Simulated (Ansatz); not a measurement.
# Ge2Sb2Te5 (Cm) in Ansatz: band structure with BLYP

Aim: the band structure of Ge2Sb2Te5 with BLYP.

All numbers are computed with Ansatz 0.2.0; they aren't measurements. Logs are shortened: lines on timing, memory, paths and dates and some standing lists are left out, and cuts for length are marked.

## (1) Starting point

The structure is monoclinic, space group Cm (No. 8). The conventional cell has a = 13.678 Å, b = 6.132 Å, c = 9.672 Å, α = 90.00°, β = 134.93°, γ = 90.00°. Around Te (site symmetry m) lie 2 Ge at 2.85 to 3.19 Å and 3 Sb at 3.07 to 3.14 Å. Te (site symmetry m) is surrounded by 2 Sb at 2.95 to 3.20 Å and 3 Ge at 3.07 to 3.08 Å. Te (site symmetry m) is surrounded by 3 Ge at 2.82 to 3.07 Å and 2 Sb at 3.14 to 3.19 Å. Around Te (site symmetry m) lie 2 Ge at 2.95 to 3.00 Å and 2 Sb at 3.02 to 3.06 Å. Te (site symmetry m) has 3 Sb at 2.98 to 3.07 Å and 2 Ge at 3.05 to 3.20 Å as nearest neighbours. Sb (site symmetry m) is surrounded by 6 Te at 2.95 to 3.19 Å. Sb (site symmetry m) has 6 Te at 2.98 to 3.20 Å as nearest neighbours. Ge (site symmetry m) is surrounded by 6 Te at 2.82 to 3.19 Å.

The cell comes from a database or a generator and needn't be the stable form of this composition.

## (2) Band structure, BLYP

Contents of input.yaml:

```yaml
crystal:
  lattice:
    - [6.839136, -3.066006, 0.0]
    - [6.839136, 3.066006, 0.0]
    - [-6.830977, 0.0, 6.847609]
  atoms:
    - { symbol: Te, position: [0.594702, 0.594702, 0.386433] }
    - { symbol: Te, position: [0.795288, 0.795288, 0.196112] }
    - { symbol: Te, position: [0.008324, 0.008324, 0.006435] }
    - { symbol: Te, position: [0.206519, 0.206519, 0.809803] }
    - { symbol: Te, position: [0.399959, 0.399959, 0.597118] }
    - { symbol: Sb, position: [0.901708, 0.901708, 0.587873] }
    - { symbol: Sb, position: [0.11187, 0.11187, 0.417352] }
    - { symbol: Ge, position: [0.284287, 0.284287, 0.18783] }
    - { symbol: Ge, position: [0.497343, 0.497343, 0.011044] }
hamiltonian:
  xc: blyp
  pseudopotentials: { kind: paw }
kpoints:
  mp_grid: { grid: [5, 5, 4] }
  band_path:
    path:
      - [[-0.5, -0.5, 0.5], [0.0, 0.0, 0.0], [0.0, 0.0, -0.5]]
      - [[-0.5, -0.5, 0.0], [0.0, 0.0, 0.0], [0.5, 0.0, 0.0]]
      - [[0.0, -0.5, 0.5], [0.0, 0.0, 0.0], [0.5, 0.0, -0.5]]
      - [[0.0, -0.5, 0.0], [0.0, 0.0, 0.0]]
    npoints: 10
scf:
  occupations: { method: fermi_dirac, width: 0.05 }
  n_extra_bands: 22
output:
  forces: true
  stress: true
  eigenvalues: true
  fatbands: false
```

Potentials or basis: Ansatz PAW.

Started as:

```console
$ ansatz run input.yaml --threads 4 --pin off --max-ram 11264MiB --backend cpu --events-out ev --progress --plain --runs-dir out
```

The program printed:

```text
Warning: RAYON_NUM_THREADS=4 ignored (pool sized by the plan → 4); use --threads N
scf.n_extra_bands = 22 over 69 filled bands (N_el = 138.0): the run solves 91 bands
Engine: ansatz 0.2.0, aarch64-unknown-linux-gnu
Pseudopotentials: kind: paw
Pseudopotential: Te, paw, valence charge 16, recommended cutoff 420 eV (normal), Te.paw.azcp
Pseudopotential: Sb, paw, valence charge 15, recommended cutoff 420 eV (normal), Sb.paw.azcp
Pseudopotential: Ge, paw, valence charge 14, recommended cutoff 420 eV (normal), Ge.paw.azcp
Functional definition: BLYP
  parameter beta = 0.0042
  parameter a = 0.04918
  parameter b = 0.132
  parameter c = 0.2533
  parameter d = 0.349
  exchange = b88_x(beta = beta)
  correlation = lyp_c(a = a, b = b, c = c, d = d)
Crystal: 9 atoms, lattice volume = 287.173 Å³
Basis set: ecut = 420 eV, 5631 PW (Γ), exchange–correlation on 108×108×144 points (8 copies of the dense FFT grid, shifted against one another)
Bands: 91, of which v1, the nominal top of the filled ones, is band 69 counted from 1 (68 counted from 0)
Symmetry: 2 space group operations
Space group: Cm (ITA 8), of the structure as read, at distance tolerance 6.6e-5 Å
k-points: 33 of 100 (time reversal used)
Non-local potential: Te, projectors of the file, l = 0: 2, l = 1: 2, l = 2: 2, l = 3: 2
Non-local potential: Sb, projectors of the file, l = 0: 2, l = 1: 2, l = 2: 2, l = 3: 2
Non-local potential: Ge, projectors of the file, l = 0: 2, l = 1: 2, l = 2: 3, l = 3: 1
PAW form: soft (Blöchl's): semilocal exchange-correlation on the pseudo side does not see the compensation charge
PAW frozen core: Te, regenerated for the run's functional, and the local potential with it (the file was generated under x = pbe(κ = 0.804, μ = 0.2195149727645171), c = pbe(β = 0.06672455060314922))
PAW frozen core: Sb, regenerated for the run's functional, and the local potential with it (the file was generated under x = pbe(κ = 0.804, μ = 0.2195149727645171), c = pbe(β = 0.06672455060314922))
PAW frozen core: Ge, regenerated for the run's functional, and the local potential with it (the file was generated under x = pbe(κ = 0.804, μ = 0.2195149727645171), c = pbe(β = 0.06672455060314922))
PAW one-centre angular grid: Te, 590 points (default); XC on 64 Gauss nodes
PAW one-centre angular grid: Sb, 590 points (default); XC on 64 Gauss nodes
PAW one-centre angular grid: Ge, 590 points (default); XC on 64 Gauss nodes
Initial density: superposition of atomic densities (neutral atoms: chi_scale 0, normalization atom), corrected by the library's trained network
Initial wavefunctions: pseudopotential atomic-orbital guess
Functional: x = b88, c = lyp
SCF iter   1: F=—  HF=-56599.093662 eV  |F-HF|=—  |Δ(HF+E_count)|=         —  Δρ=6.19e-3  dr2=1.69e-1  ethr=1.77e-3  ⟨swp⟩=6.2  Hψ=11900  notcnv=0  defer=264
preconditioner: auto → Resta (q_TF=auto, 2.415 Å⁻¹)  ε∞=3.4  [insulator: Δε(μ)=0.357 eV  Ē_g=9.712 eV  σ=0.050 eV  W_gap=0.94  n_scr=62 (ndim 8)  ℏωp=15.2 eV  f_vac=0.052  D(μ)=0.20/eV (n_scr^D=0)  ε∞_Penn≈3.4]
SCF iter   2: F=—  HF=-56599.050237 eV  |F-HF|=—  |Δ(HF+E_count)|=   4.34e-2  Δρ=3.13e-3  dr2=3.01e-2  ethr=1.22e-4  ⟨swp⟩=2.1  Hψ=4237  notcnv=0  defer=450
SCF iter   3: F=—  HF=-56599.041518 eV  |F-HF|=—  |Δ(HF+E_count)|=   8.72e-3  Δρ=9.71e-4  dr2=4.96e-3  ethr=2.18e-5  ⟨swp⟩=2.0  Hψ=3261  notcnv=0  defer=450
SCF iter   4: F=—  HF=-56599.040483 eV  |F-HF|=—  |Δ(HF+E_count)|=   1.04e-3  Δρ=2.10e-4  dr2=1.69e-4  ethr=3.59e-6  ⟨swp⟩=2.0  Hψ=3341  notcnv=0  defer=450
SCF iter   5: F=—  HF=-56599.040542 eV  |F-HF|=—  |Δ(HF+E_count)|=   5.88e-5  Δρ=8.14e-5  dr2=3.10e-5  ethr=1.22e-7  ⟨swp⟩=2.0  Hψ=4832  notcnv=0  defer=450
SCF iter   6: F=—  HF=-56599.040629 eV  |F-HF|=—  |Δ(HF+E_count)|=   8.72e-5  Δρ=2.70e-5  dr2=3.07e-6  ethr=2.25e-8  ⟨swp⟩=2.0  Hψ=3677  notcnv=0  defer=450
SCF iter   7: F=—  HF=-56599.040631 eV  |F-HF|=—  |Δ(HF+E_count)|=   2.28e-6  Δρ=9.78e-6  dr2=3.98e-7  ethr=2.23e-9  ⟨swp⟩=2.0  Hψ=3681  notcnv=0  defer=450
SCF iter   8: F=-56599.040631 eV  HF=-56599.040631 eV  |F-HF|=3.04e-8  |Δ(HF+E_count)|=   1.31e-7  Δρ=3.30e-6  dr2=4.38e-8  ethr=7.25e-11  ⟨swp⟩=15.6  Hψ=17754  notcnv=0
SCF 1 converged in 8 iterations: F = -56599.040631 eV  dr2 = 4.38e-8
NSCF: frozen V_eff on 74 k-points
SCF converged after 8 iterations
Free energy (F): -56599.040631 eV
Harris-Foulkes:  -56599.040631 eV  (|F-HF|=3.04e-8)
Internal energy: -56599.036257 eV  (E = F + TS)
E sigma→0 (E₀):  -56599.038444 eV
Entropy (-TS):   -0.004374 eV (-0.486 meV/atom)
Fermi energy:    8.533475 eV
--- Per-component energies (eV) ---
  E_band       = -1977.378242
  E_kinetic    = 1541.944861
  E_local      = -15145.517726  (includes V_loc(G=0)·N_el)
  E_nonlocal   = -26.939487
  E_hartree    = 7971.145116
  E_xc         = -1034.626273
  E_vxc        = -819.470274  (∫ρ·V_xc dr)
  E_paw        = -36642.400003  (= ΣΔE_a)
  E_vpaw       = -3469.698339  (= ΣTr[D̂ρ^β])
  E_aug_tail   = -0.000545  (compensation charges beyond the density's cutoff)
  E_ewald      = -13262.582920
  E_core_change = -0.059280  (= ΣΔE_core)
  E_smearing   = -0.004374  (= −TS)
  E_closure    = -0.000000  (closes the sum)
  Σ components = -56599.040631   (vs F -56599.040631, Δ=0.00e0)
--- Forces (eV/Å), atoms counted from 1 ---
  atom   1  Te    -0.06185790     0.00000000     0.19363078
  atom   2  Te     0.08581986     0.00000000    -0.16449681
  atom   3  Te    -0.12746858     0.00000000    -0.06157845
  atom   4  Te     0.05582489     0.00000000    -0.05395256
  atom   5  Te     0.22421271     0.00000000     0.07815845
  atom   6  Sb     0.04791482     0.00000000    -0.06050980
  atom   7  Sb    -0.09560893     0.00000000     0.05789334
  atom   8  Ge    -0.14565414     0.00000000    -0.03986417
  atom   9  Ge     0.01681800     0.00000000     0.05072067
  max |Σ_I F_I| component: 1.46e-6 eV/Å
--- Stress (GPa, compression-positive) ---
        3.826523       0.000000      -0.107327
        0.000000       3.316736       0.000000
       -0.107327       0.000000       3.728394
  P = ⅓ Tr σ = 3.6239 GPa (36.239 kbar)
--- Band table (eV; the first three rows and the last of 33) ---
  k-point 0: bands = ["-28.1591", "-28.1419", "-28.1142", "-28.1013", "-28.0826", "-28.0646", "-28.0629", "-28.0564", "-28.0014", "-27.9991", "-27.9743", "-27.9675", "-27.9582", "-27.9475", "-27.9460", "-27.8812", "-27.8762", "-27.8521", "-27.8430", "-27.8425", "-27.7322", "-27.7250", "-27.5690", "-27.5649", "-27.5191", "-20.9371", "-20.9350", "-20.9302", "-20.9260", "-20.9189", "-20.9179", "-20.9174", "-20.9151", "-20.9131", "-20.9101", "-16.2666", "-16.2579", "-16.2536", "-16.2516", "-16.2500", "-16.2457", "-16.2445", "-16.2273", "-16.2268", "-16.2222", "-4.2372", "-2.5023", "-2.3604", "-2.2081", "-1.9874", "-0.6726", "-0.1330", "0.5010", "2.4830", "3.8170", "4.2393", "4.2567", "4.3203", "4.7059", "4.9606", "5.0491", "5.8720", "6.7976", "6.9852", "7.0213", "7.6382", "7.9552", "8.0138", "8.0256", "9.4871", "9.7662", "10.8522", "10.8989", "11.8483", "12.2334", "12.4299", "12.5464", "13.0865", "13.2222", "13.2471", "13.6002", "13.7896", "13.8749", "14.0088", "14.1498", "14.4128", "15.0854", "15.1375", "15.2112", "15.9035", "16.0353"]
  k-point 1: bands = ["-28.1591", "-28.1419", "-28.1142", "-28.1013", "-28.0826", "-28.0646", "-28.0629", "-28.0564", "-28.0014", "-27.9991", "-27.9743", "-27.9675", "-27.9582", "-27.9475", "-27.9460", "-27.8812", "-27.8762", "-27.8521", "-27.8430", "-27.8425", "-27.7322", "-27.7250", "-27.5690", "-27.5649", "-27.5191", "-20.9371", "-20.9350", "-20.9302", "-20.9260", "-20.9189", "-20.9179", "-20.9174", "-20.9151", "-20.9131", "-20.9101", "-16.2666", "-16.2579", "-16.2536", "-16.2516", "-16.2500", "-16.2457", "-16.2445", "-16.2273", "-16.2268", "-16.2222", "-4.1085", "-2.8586", "-2.4029", "-2.1866", "-1.9832", "-0.5862", "0.1673", "0.6883", "2.1998", "3.6727", "3.7331", "4.1893", "4.2252", "4.9665", "5.5353", "5.8583", "5.9430", "6.3425", "6.7447", "6.9230", "7.4426", "7.8435", "7.9351", "8.1117", "9.6176", "10.2716", "10.6456", "10.6951", "11.4332", "11.7461", "11.8257", "12.5097", "12.9458", "13.2369", "13.3412", "13.4518", "13.6013", "14.0136", "14.2124", "14.5679", "14.8828", "14.9078", "15.1424", "15.3345", "15.6607", "16.2287"]
  k-point 2: bands = ["-28.1591", "-28.1419", "-28.1142", "-28.1013", "-28.0826", "-28.0646", "-28.0629", "-28.0564", "-28.0014", "-27.9991", "-27.9742", "-27.9675", "-27.9582", "-27.9475", "-27.9460", "-27.8812", "-27.8762", "-27.8521", "-27.8430", "-27.8425", "-27.7322", "-27.7250", "-27.5690", "-27.5649", "-27.5191", "-20.9371", "-20.9350", "-20.9302", "-20.9260", "-20.9189", "-20.9179", "-20.9174", "-20.9151", "-20.9131", "-20.9101", "-16.2666", "-16.2579", "-16.2536", "-16.2516", "-16.2500", "-16.2457", "-16.2445", "-16.2273", "-16.2268", "-16.2222", "-3.8977", "-3.2527", "-2.3895", "-2.1808", "-2.0268", "-0.5091", "0.4349", "1.0433", "1.7162", "3.4712", "3.5711", "4.1835", "4.7414", "5.0753", "5.2421", "5.8136", "5.9681", "6.4363", "6.8623", "7.1228", "7.7395", "7.7568", "7.8286", "8.1280", "9.1253", "9.8857", "10.2611", "11.0133", "11.1788", "11.4847", "12.2761", "12.2774", "12.7482", "13.1385", "13.1784", "13.5216", "13.6317", "13.9703", "14.1970", "14.4354", "14.7514", "15.1078", "15.6876", "15.9331", "16.1659", "16.5265"]
  k-point 32: bands = ["-28.1589", "-28.1419", "-28.1142", "-28.1012", "-28.0826", "-28.0646", "-28.0629", "-28.0564", "-28.0014", "-27.9991", "-27.9742", "-27.9675", "-27.9582", "-27.9475", "-27.9460", "-27.8812", "-27.8762", "-27.8521", "-27.8430", "-27.8425", "-27.7322", "-27.7250", "-27.5690", "-27.5649", "-27.5191", "-20.9379", "-20.9346", "-20.9302", "-20.9260", "-20.9188", "-20.9182", "-20.9178", "-20.9146", "-20.9134", "-20.9099", "-16.2667", "-16.2580", "-16.2537", "-16.2515", "-16.2500", "-16.2458", "-16.2445", "-16.2273", "-16.2268", "-16.2222", "-3.7216", "-3.2522", "-2.3973", "-2.2662", "-2.0640", "-0.5328", "-0.0474", "0.9125", "1.3558", "3.5699", "4.2270", "4.7835", "4.9551", "5.0149", "5.6953", "5.9188", "6.3253", "6.5839", "6.7937", "6.9552", "7.7196", "7.9023", "7.9866", "8.1057", "8.9846", "9.7162", "10.5022", "10.5959", "10.7804", "10.9210", "11.4500", "12.1613", "12.2529", "12.4435", "12.8866", "13.1871", "13.3612", "13.9091", "14.2419", "14.5482", "14.8470", "15.0765", "16.0844", "16.2672", "16.5261", "16.7208"]
```

It took 67 s on 4 threads of Arm Neoverse V1, shared host; peak memory 1.6 GiB.

What came out:

```yaml
Free_energy: -56599.0406 eV
Pressure: 3.6 GPa
Largest_force: 0.237 eV/Å
Band_gap_on_the_k_mesh: 0.29 eV, indirect (least direct gap 0.33 eV)
Band_gap_along_the_path: 0.06 eV, direct
```

Forces on the atoms (eV/Å):
```
Te  -0.062  0.000  0.194
Te   0.086  0.000 -0.164
Te  -0.127  0.000 -0.062
Te   0.056  0.000 -0.054
Te   0.224  0.000  0.078
Sb   0.048  0.000 -0.061
Sb  -0.096  0.000  0.058
Ge  -0.146  0.000 -0.040
Ge   0.017  0.000  0.051
```

Levels at the corners of the path, in eV from the valence-band top:
```
point  band 65  band 66  band 67  band 68  band 69  band 70  band 71  band 72  band 73  band 74
    X    -1.34    -0.69    -0.69    -0.56    -0.31     0.67     1.48     2.06     2.35     2.63
    Γ    -1.41    -0.79    -0.48    -0.42    -0.41     1.06     1.33     2.42     2.47     3.42
    Y    -1.31    -0.69    -0.68    -0.60    -0.30     0.69     1.45     1.83     2.58     2.75
    L    -2.26    -2.22    -0.80    -0.79    -0.78     2.15     2.61     2.79     3.10     3.40
    Γ    -1.41    -0.79    -0.48    -0.42    -0.41     1.06     1.33     2.42     2.47     3.42
    Z    -0.95    -0.75    -0.68    -0.52     0.00     0.06     0.59     0.73     1.18     1.36
    N    -0.90    -0.74    -0.67    -0.60    -0.04     0.27     0.39     0.76     1.16     1.43
    Γ    -1.41    -0.79    -0.48    -0.42    -0.41     1.06     1.33     2.42     2.47     3.42
    M    -0.90    -0.74    -0.67    -0.60    -0.04     0.27     0.39     0.76     1.16     1.43
    R    -0.95    -0.75    -0.68    -0.52     0.00     0.06     0.59     0.73     1.18     1.36
    Γ    -1.41    -0.79    -0.48    -0.42    -0.41     1.06     1.33     2.42     2.47     3.42
```

Caveat: the k mesh misses the band edges, so the gap on the mesh is wider than the one along the path; spin-orbit coupling is left out, which moves the levels of the heavy elements; the PAW data sets come from PBE, with cores solved anew for the run's functional, which leaves a small shift of forces and pressure.
